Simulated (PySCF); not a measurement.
# RuH₂: quintet, from a bent start

Aim: relax RuH₂ as a quintet from a bent start, check by its vibrations whether the end is a minimum, and collect its spectrum and constants.

Method: PBE0, basis Ru def2-TZVP with ECP28, H def2-TZVP, scalar-relativistic core potentials, no spin–orbit coupling, density fitting; program: PySCF 2.14.0.

### 1 The system as given

3 atoms, charge 0, spin multiplicity 5.

Bond lengths: Ru1–H2 1.570 Å, Ru1–H3 1.570 Å. Angles: H2–Ru1–H3 110.0°.

```xyz
3
charge 0 multiplicity 5
Ru    0.0000    0.0000   -0.0175
H     1.2861    0.0000    0.8830
H    -1.2861    0.0000    0.8830
```

### 2 Relaxation: bent start, quintet

The steps below are one call of a driver around PySCF. For each, scf.py gives the equivalent set-up of the SCF; relaxations use the driver's own optimiser. Before each start the driver seeks the lowest SCF state from one or more starting densities and follows internal instabilities, so scf.py alone need not reach the same state.

The program finds C2v symmetry in the start, which this walk keeps. Threshold on the gradient: 0.0003 Eh/bohr, with a further test on the energy change.

scf.py reads:

```python
from pyscf import gto, scf, dft
mol = gto.M(atom='''
Ru     0.000000     0.000000    -0.017466
H      1.286100    -0.000000     0.883034
H     -1.286100     0.000000     0.883034''',
    basis={'Ru': 'def2-TZVP', 'H': 'def2-TZVP'},
    ecp={'Ru': 'def2-TZVP'},
    charge=0, spin=4)
mf = dft.UKS(mol, xc='PBE0')
mf.grids.atom_grid = (50, 194)
aux = {'Ru': 'def2-universal-JKFIT', 'H': 'def2-universal-JKFIT'}
mf = mf.density_fit(auxbasis=aux)
mf.kernel()
```

Steps of the walk:

```csv
step,energy (Eh),change (kJ/mol),largest symmetric gradient (Eh/bohr)
0,-95.949517,0.00,0.03495
1,-95.959316,-25.73,0.01830
2,-95.966366,-44.24,0.01269
3,-95.966803,-45.39,0.01039
4,-95.967605,-47.49,0.00030
5,-95.967606,-47.49,0.00002
```

The walk needed 2.8 s of wall time on 4 threads, shared host.

It settles in C2v symmetry, 47.5 kJ/mol below the start, after 5 steps: Ru–H 1.687 Å (×2); H–Ru–H 140.7°.

### 3 Hessian and properties

On the finer grid the gradient is checked again; gradients at displacements of ±0.01 bohr then give force constants and infrared intensities.

scf.py, as its differences from that of step 2:

```diff
@@ -3,3 +3,3 @@
-Ru     0.000000     0.000000    -0.017466
-H      1.286100    -0.000000     0.883034
-H     -1.286100     0.000000     0.883034''',
+Ru     0.000000     0.000000    -0.011009
+H      1.588177    -0.000000     0.556592
+H     -1.588177     0.000000     0.556592''',
@@ -10 +10 @@
-mf.grids.atom_grid = (50, 194)
+mf.grids.atom_grid = (75, 302)
```

The driver hands on the density of the step before, so the log starts near convergence.

Log of the central SCF (cycles and frontier levels):

```text
init E= -95.9676129275622
[... the frontier-level lines of each cycle are left out ...]
cycle= 1 E= -95.9676129275613  delta_E= 8.53e-13  |g|= 2.72e-06  |ddm|= 3.01e-06
Extra cycle  E= -95.9676129275565  delta_E= 4.8e-12  |g|= 4.37e-06  |ddm|= 5.36e-06
converged SCF energy = -95.9676129275565  <S^2> = 6.00796  2S+1 = 5.003183
```

The whole step took 5.9 s.

Geometry: C2v; Ru–H 1.687 Å (×2); H–Ru–H 140.7°.

Modes, for the most abundant isotopes:

```csv
symmetry,ω (cm⁻¹),IR (km/mol),type
a1,707,59.2,bend
b2,1574,84.0,stretch
a1,1833,65.5,stretch
```

All wavenumbers are real: a minimum.

Properties at this point:

- Dipole moment: 1.40 D
- Highest occupied level: -6.50 eV
- Lowest empty level: -3.28 eV
- Rotational constants: 26.47, 3.316, 2.947 cm⁻¹
- Zero-point energy: 24.6 kJ/mol
- Principal polarisabilities: 32.6, 36.1, 53.8 bohr³
- Atomisation energy without zero-point energy: 449 kJ/mol
- Principal traceless quadrupole moments about the centre of mass: -6.03, 2.39, 3.64 D Å
- Entropy at 298.15 K and 1 bar (electronic part: spin only): 236.3 J/(mol K)
- Heat capacity Cp at 298.15 K: 37.0 J/(mol K)
- Enthalpy at 298.15 K above 0 K: 10.22 kJ/mol
- Rotational symmetry number: 2
- Spin squared ⟨S²⟩: 6.008

Charges (e) and bond orders:

| atom | Mulliken | Löwdin | polar tensor | spin (Mulliken) | Mayer order to Ru1 |
| --- | --- | --- | --- | --- | --- |
| Ru1 | 0.26 | 0.21 | 0.47 | 3.81 | – |
| H2,3 | -0.13 | -0.10 | -0.23 | 0.10 | 0.97 |

Outer orbital energies (eV). α occupied: -53.63, -11.29, -10.02, -9.53, -9.30, -8.44, -7.56, -6.50; empty: -1.26, -0.84, 1.76, 1.82. β occupied: -82.66, -50.72, -50.66, -50.62, -9.73, -8.21, -6.84; empty: -3.28, -3.08, -2.64, -2.48.

Mulliken populations on Ru1 (outside its core potential): s 2.76, p 6.39, d 6.58, f 0.00.

### 4 Results

| quantity | value |
| --- | --- |
| minimum | quintet, C2v |
| geometry | Ru–H 1.687 Å (×2); H–Ru–H 140.7° |
| wavenumbers (cm⁻¹) | 707 (a1), 1574 (b2), 1833 (a1) |
| dipole moment | 1.40 D |
| highest occupied, lowest empty level (either spin) | -6.50, -3.28 eV |
| polar-tensor charge of Ru1 | +0.47 e |
| zero-point energy | 24.6 kJ/mol |
| entropy at 298.15 K | 236.3 J/(mol K) |
| atomisation energy (no zero-point energy) | 449 kJ/mol |
| ⟨S²⟩ | 6.008 |

The bent start keeps its C2v symmetry and ends in a minimum. In the infrared the band at 1574 cm⁻¹ (b2, stretch) leads. Most of the spin sits on Ru1 (Mulliken spin 3.81, against 4 for the whole molecule). Other starts or spin states, not run here, may lie lower. One determinant may miss the lowest occupation of an open d or f shell.

The search up to here took 14 s.
